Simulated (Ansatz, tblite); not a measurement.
**B8P8 wurtzite off sphere (B₈P₈H₂₂): spin-state energies by level**

Is the singlet the ground state of B8P8 wurtzite off sphere (B₈P₈H₂₂)? Other spin states are computed and compared level by level.

Computed with Ansatz 0.2.0, Gaussian basis. Level: as each input shows.

The runs, in order: triplet, at the geometry of the singlet (GFN1-xTB, GFN2-xTB, PBE0-D4/def2-TZVP, PBE-D4/def2-TZVP); the singlet's energies come from earlier runs.

1 further run of the same task is left out (set aside as unsound or not needed).

## (1) The geometry

The singlet was relaxed beforehand with PBE-D4/def2-SVP.

38 atoms, charge 0, spin multiplicity 1.

Bond lengths: B1–P2 1.963 Å, B1–P3 1.959 Å, B1–H17 1.223 Å, B1–H18 1.223 Å, P2–B5 1.951 Å, P2–H19 1.429 Å, P2–H20 1.429 Å, P3–B4 1.959 Å, P3–B11 1.963 Å, P3–H21 1.431 Å, B4–P6 1.990 Å, B4–P7 1.959 Å, B4–H22 1.222 Å, B5–P6 1.966 Å, B5–P12 1.966 Å, B5–H23 1.220 Å, P6–B9 1.966 Å, P6–H24 1.431 Å and more. Angles: P2–B1–P3 104.2°, P2–B1–H17 108.9°, P2–B1–H18 109.1°, P3–B1–H17 109.3°, P3–B1–H18 109.9°, H17–B1–H18 114.9°, B1–P2–B5 115.6°, B1–P2–H19 112.0°, B1–P2–H20 112.0°, B5–P2–H19 108.8°, B5–P2–H20 107.8°, H19–P2–H20 99.3°, B1–P3–B4 112.4°, B1–P3–B11 111.0°, B1–P3–H21 107.7°, B4–P3–B11 111.0°, B4–P3–H21 107.2°, B11–P3–H21 107.3° and more.

As a file:

```mol
B8H22P8
  3D, bonds by distance, orders not assigned

 38 43  0  0  0  0  0  0  0  0999 V2000
    0.4351   -3.5058   -1.0359 B   0  0
    0.4251   -3.4120    0.9248 P   0  0
    0.4323   -1.6314   -1.6055 P   0  0
   -1.1795   -0.6790   -1.0275 B   0  0
    0.4216   -1.6150    1.6841 B   0  0
   -1.1346   -0.6556    0.9615 P   0  0
   -1.1972    1.1941   -1.6022 P   0  0
   -2.8174    2.1347   -1.0293 B   0  0
   -1.1851    1.1706    1.6874 B   0  0
   -2.7399    2.0743    0.9312 P   0  0
    2.0527   -0.7071   -0.9933 B   0  0
    1.9846   -0.6415    0.9942 P   0  0
    1.9628    1.1339   -1.6269 P   0  0
    0.4149    2.1326   -0.9900 B   0  0
    2.0523    1.1818    1.7086 B   0  0
    0.4395    2.0373    0.9974 P   0  0
   -0.5966   -4.0447   -1.4117 H   0  0
    1.4649   -4.0524   -1.4054 H   0  0
   -0.6592   -4.1521    1.4895 H   0  0
    1.5190   -4.1279    1.5008 H   0  0
    0.4459   -1.6127   -3.0360 H   0  0
   -2.1829   -1.2573   -1.4163 H   0  0
    0.4091   -1.6158    2.9039 H   0  0
   -2.3043   -1.3308    1.4329 H   0  0
   -1.1757    1.1990   -3.0327 H   0  0
   -3.8013    1.5134   -1.4061 H   0  0
   -2.7739    3.3007   -1.3958 H   0  0
   -1.1908    1.1580    2.9072 H   0  0
   -3.9226    1.5039    1.4953 H   0  0
   -2.8126    3.3782    1.5105 H   0  0
    3.0609   -1.2655   -1.3948 H   0  0
    3.1369   -1.3503    1.4537 H   0  0
    1.9681    1.1387   -3.0564 H   0  0
    3.1800    1.8356   -1.3733 H   0  0
    0.4361    3.2856   -1.3895 H   0  0
    1.9879    1.1431    2.9293 H   0  0
    3.0407    1.7524    1.2570 H   0  0
    0.4034    3.3889    1.4593 H   0  0
  1  2  8  0
  1  3  8  0
  1 17  8  0
  1 18  8  0
  2  5  8  0
  2 19  8  0
  2 20  8  0
  3  4  8  0
  3 11  8  0
  3 21  8  0
  4  6  8  0
  4  7  8  0
  4 22  8  0
  5  6  8  0
  5 12  8  0
  5 23  8  0
  6  9  8  0
  6 24  8  0
  7  8  8  0
  7 14  8  0
  7 25  8  0
  8 10  8  0
  8 26  8  0
  8 27  8  0
  9 10  8  0
  9 16  8  0
  9 28  8  0
 10 29  8  0
 10 30  8  0
 11 12  8  0
 11 13  8  0
 11 31  8  0
 12 15  8  0
 12 32  8  0
 13 14  8  0
 13 33  8  0
 13 34  8  0
 14 16  8  0
 14 35  8  0
 15 16  8  0
 15 36  8  0
 15 37  8  0
 16 38  8  0
M  END
```

## (2) Triplet at the fixed geometry, GFN1-xTB

Tight binding, by tblite at 300 K electronic temperature and without a spin-polarisation term:

```python
tblite.interface.Calculator('GFN1-xTB', numbers, positions, charge=0, uhf=2).singlepoint()
```

Energy -1196.2534 eV; 0.21 s.

## (3) Triplet at the fixed geometry, GFN2-xTB

Tight binding, by tblite at 300 K electronic temperature and without a spin-polarisation term:

```python
tblite.interface.Calculator('GFN2-xTB', numbers, positions, charge=0, uhf=2).singlepoint()
```

Energy -1122.5076 eV; 0.14 s.

## (4) Triplet at the fixed geometry, PBE0-D4/def2-TZVP

in.yaml

```yaml
crystal:
  periodic: [false, false, false]
  atoms:
    - {symbol: B, position_ang: [0.435110, -3.505843, -1.035915]}
    - {symbol: P, position_ang: [0.425095, -3.411995, 0.924794]}
    - {symbol: P, position_ang: [0.432330, -1.631420, -1.605547]}
    - {symbol: B, position_ang: [-1.179530, -0.679047, -1.027495]}
    - {symbol: B, position_ang: [0.421632, -1.614997, 1.684114]}
    - {symbol: P, position_ang: [-1.134599, -0.655581, 0.961481]}
    - {symbol: P, position_ang: [-1.197225, 1.194094, -1.602214]}
    - {symbol: B, position_ang: [-2.817366, 2.134744, -1.029282]}
    - {symbol: B, position_ang: [-1.185104, 1.170634, 1.687389]}
    - {symbol: P, position_ang: [-2.739912, 2.074308, 0.931243]}
    - {symbol: B, position_ang: [2.052714, -0.707113, -0.993321]}
    - {symbol: P, position_ang: [1.984582, -0.641451, 0.994214]}
    - {symbol: P, position_ang: [1.962767, 1.133920, -1.626865]}
    - {symbol: B, position_ang: [0.414930, 2.132629, -0.989958]}
    - {symbol: B, position_ang: [2.052344, 1.181779, 1.708640]}
    - {symbol: P, position_ang: [0.439496, 2.037327, 0.997380]}
    - {symbol: H, position_ang: [-0.596626, -4.044737, -1.411669]}
    - {symbol: H, position_ang: [1.464851, -4.052404, -1.405383]}
    - {symbol: H, position_ang: [-0.659190, -4.152089, 1.489544]}
    - {symbol: H, position_ang: [1.518993, -4.127882, 1.500783]}
    - {symbol: H, position_ang: [0.445943, -1.612749, -3.036018]}
    - {symbol: H, position_ang: [-2.182943, -1.257326, -1.416326]}
    - {symbol: H, position_ang: [0.409081, -1.615779, 2.903916]}
    - {symbol: H, position_ang: [-2.304340, -1.330783, 1.432856]}
    - {symbol: H, position_ang: [-1.175699, 1.199049, -3.032701]}
    - {symbol: H, position_ang: [-3.801262, 1.513429, -1.406081]}
    - {symbol: H, position_ang: [-2.773922, 3.300679, -1.395793]}
    - {symbol: H, position_ang: [-1.190845, 1.158000, 2.907178]}
    - {symbol: H, position_ang: [-3.922627, 1.503922, 1.495347]}
    - {symbol: H, position_ang: [-2.812618, 3.378176, 1.510468]}
    - {symbol: H, position_ang: [3.060862, -1.265472, -1.394837]}
    - {symbol: H, position_ang: [3.136922, -1.350338, 1.453704]}
    - {symbol: H, position_ang: [1.968121, 1.138721, -3.056439]}
    - {symbol: H, position_ang: [3.179954, 1.835572, -1.373288]}
    - {symbol: H, position_ang: [0.436081, 3.285568, -1.389480]}
    - {symbol: H, position_ang: [1.987929, 1.143123, 2.929280]}
    - {symbol: H, position_ang: [3.040708, 1.752392, 1.256998]}
    - {symbol: H, position_ang: [0.403360, 3.388949, 1.459273]}
basis:
  gaussian: {orbitals: def2-TZVP, fitting: {mean_field: def2-universal-jkfit}}
magnetization: {spin_polarized: true, initial_magnetization: 2}
hamiltonian: {xc: pbe0, dispersion: d4}
scf: {omitted_lower_state_checks: [starts]}
output: {orbitals: {seedname: orbitals}}
```

Launch:

```
ansatz run in.yaml --threads 2 --pin off --events-out ev --progress --plain --max-ram 32768MiB --backend cuda --devices 0, --max-vram 18GiB
```

Log:

```text
Functional definition: PBE0
  name "PBE0"
  cite "Adamo & Barone, J. Chem. Phys. 110, 6158 (1999) doi:10.1063/1.478522"
  cite "Perdew, Burke & Ernzerhof, Phys. Rev. Lett. 77, 3865 (1996) doi:10.1103/PhysRevLett.77.3865"
  parent pbe
  parameter a = 0.25
  parameter kappa = 0.804
  parameter beta = 0.06672455060314922
  exchange = (1 - a)*pbe_x(kappa = kappa, mu = beta*pi^2/3) + a*exact_x
  correlation = pbe_c(beta = beta)
these checks for a lower state are left out or cut short: starts
2020 factors; integrals over basis functions are off by at most 5.6e-1 eV
mean field evaluation 1: about -80037.4499 eV, gradient 4.4e1 eV
mean field evaluation 2: about -80027.6984 eV, gradient 6.1e1 eV
mean field evaluation 4: about -80049.7558 eV, gradient 4.5e0 eV
mean field evaluation 8: about -80049.9196 eV, gradient 4.2e-1 eV
mean field evaluation 16: about -80049.9278 eV, gradient 1.3e-2 eV
mean field evaluation 32: about -80049.9278 eV, gradient 6.2e-5 eV
mean field -80049.92783856 eV, -2941.7805882773 hartree, gradient 5.0e-6 eV, S^2 2.005802; 0 other end points of the search recorded, 0 dependent functions left out
reference -80049.92791135 eV, -2941.7805909522 hartree; 92, 90 occupied and 584, 586 virtual orbitals, 2020 factors
Total energy: -80052.15981705 eV, -2941.8626119738 hartree
Checks for a lower state left out: starts
```

Run time: 19 s. Hardware: 1 × H100 (card shared with other runs) with 2 threads of AMD EPYC 7R13, shared host; peak host memory 1.4 GiB.

Report: HOMO -2.15 eV, LUMO -6.13 eV (over both spins; with the spin held, an empty level of the minority spin lies below the top filled one); ⟨S²⟩ 2.006 (pure: 2.00).

## (5) Triplet at the fixed geometry, PBE-D4/def2-TZVP

start.molden holds the orbitals of an earlier run on this state, given as this run's starting guess.

in.yaml, as its differences from that of step 4:

```diff
@@ -42,5 +42,5 @@
 basis:
-  gaussian: {orbitals: def2-TZVP, fitting: {mean_field: def2-universal-jkfit}}
+  gaussian: {orbitals: def2-TZVP, fitting: {mean_field: def2-universal-jkfit}, initial_orbitals: start.molden}
 magnetization: {spin_polarized: true, initial_magnetization: 2}
-hamiltonian: {xc: pbe0, dispersion: d4}
+hamiltonian: {xc: pbe, dispersion: d4}
 scf: {omitted_lower_state_checks: [starts]}
```

Same command.

Log:

```text
Functional definition: PBE
  name "PBE"
  cite "Perdew, Burke & Ernzerhof, Phys. Rev. Lett. 77, 3865 (1996) doi:10.1103/PhysRevLett.77.3865"
  parent pbe
  parameter kappa = 0.804
  parameter beta = 0.06672455060314922
  exchange = pbe_x(kappa = kappa, mu = beta*pi^2/3)
  correlation = pbe_c(beta = beta)
these checks for a lower state are left out or cut short: starts
2020 factors; integrals over basis functions are off by at most 5.6e-1 eV
mean field evaluation 1: about -80041.3354 eV, gradient 1.5e1 eV
mean field evaluation 2: about -80041.7213 eV, gradient 4.8e-1 eV
mean field evaluation 4: about -80041.7484 eV, gradient 5.9e-2 eV
mean field evaluation 8: about -80041.7485 eV, gradient 9.9e-5 eV
mean field evaluation 16: about -80041.7485 eV, gradient 3.7e-6 eV
mean field -80041.74846233 eV, -2941.4800017451 hartree, gradient 3.7e-6 eV, S^2 2.002344; 0 other end points of the search recorded, 0 dependent functions left out
reference -80041.74856030 eV, -2941.4800053451 hartree; 92, 90 occupied and 584, 586 virtual orbitals, 2020 factors
Total energy: -80044.27419505 eV, -2941.5728207104 hartree
Checks for a lower state left out: starts
```

Wall time 15 s (1 × H100 (card shared with other runs) with 2 threads of AMD EPYC 7R13, shared host); peak host memory 1.3 GiB.

HOMO -1.84 eV, LUMO -6.27 eV (over both spins; with the spin held, an empty level of the minority spin lies below the top filled one); ⟨S²⟩ 2.002 (pure: 2.00).

## (6) Triplet less singlet, vertical

The singlet's energies are those of its earlier runs, whose logs aren't repeated here.

```
            level  triplet less singlet, vertical (eV)     time
         GFN1-xTB                               +5.213   0.38 s
         GFN2-xTB                               +4.560   0.23 s
 PBE-D4/def2-TZVP                               +4.413     23 s
PBE0-D4/def2-TZVP                               +5.098  1.9 min
```

Times add the two runs; a level without a time comes out of a correlated run. Tight binding without a spin term can't rank spin states.

## (7) Results

| quantity | value |
| --- | --- |
| triplet less singlet, vertical, functionals in def2-TZVP | +4.413 (PBE-D4) to +5.098 eV (PBE0-D4) |

What this shows: All functionals put the triplet above the singlet, over a spread of 0.685 eV. The checks for a lower triplet were left out, so another state of that spin may lie lower. These are electronic energies, without zero-point motion, entropy or surroundings.
